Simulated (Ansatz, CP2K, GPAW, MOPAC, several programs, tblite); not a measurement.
# PbO (Litharge) from cheap methods to r2SCAN

How much accuracy does each second buy? PbO (Litharge) is computed with 11 methods, from the cheapest up to r2SCAN.

The COD entry's cell or inner coordinates are ideal or old and differ from later refinements, so a difference from it is no clean test against experiment.

Computed with MOPAC, tblite, CP2K, GPAW, Ansatz (versions at each run) (no spin polarisation, static lattice; gaps from single points on the cell relaxed beforehand with r²SCAN+rVV10, unless a step's input says otherwise).

### Step 1. The structure to begin with

It takes space group P4/nmm (No. 129, tetragonal). Conventional cell: a = 3.980 Å, b = 3.980 Å, c = 5.001 Å, α = 90.00°, β = 90.00°, γ = 90.00°. Around Pb (site symmetry 4mm) lie 4 O at 2.32 Å. O (site symmetry -4m2) is surrounded by 4 Pb at 2.32 Å.

Structure file:

```xyz
4
Lattice="3.9804 0.0000 0.0000 0.0000 3.9804 0.0000 0.0000 0.0000 5.0009" Properties=species:S:1:pos:R:3 pbc="T T T"
Pb    0.0000    1.9902    1.1834
Pb    1.9902    0.0000    3.8175
O     0.0000    0.0000    0.0000
O     1.9902    1.9902    0.0000
```

**Question.** The methods are PM6, PM7, GFN1-xTB (tblite), GFN2-xTB (tblite), PBE/DZVP, PBE/single-zeta, PBE/SZV, coarse PBE, GLLB-SC, PBE, r2SCAN. What gap does r2SCAN give on this cell, and which other methods (full PBE left aside) come nearest to r2SCAN and farthest in gap?

| quantity | value |
| --- | --- |
| r2SCAN | gap 1.53 eV |
| gap: nearest and farthest of the other methods | GFN2-xTB (tblite) (+0.03 eV), PM7 (+6.49 eV) |

**Reading.** Among the 9 methods compared for the gap (full PBE left aside), GFN2-xTB (tblite) is nearest to r2SCAN and PM7 farthest. A minimal basis or a coarse cutoff and mesh shifts results by its own error, so closeness to r2SCAN can be chance. Cluster runs see only the k-points that fold onto the zone centre, so their gaps can miss the band edges. GLLB-SC is compared with its derivative discontinuity added. No r2SCAN modulus is at hand, so moduli aren't ranked. CPU times run from 1 s (coarse PBE) to 21 s (GLLB-SC). On this cell GLLB-SC cost more than r2SCAN itself (14 s), so it is no saving here. r2SCAN is a yardstick, not the truth: it usually gives gaps below the measured ones. Spin-orbit coupling is left out throughout.
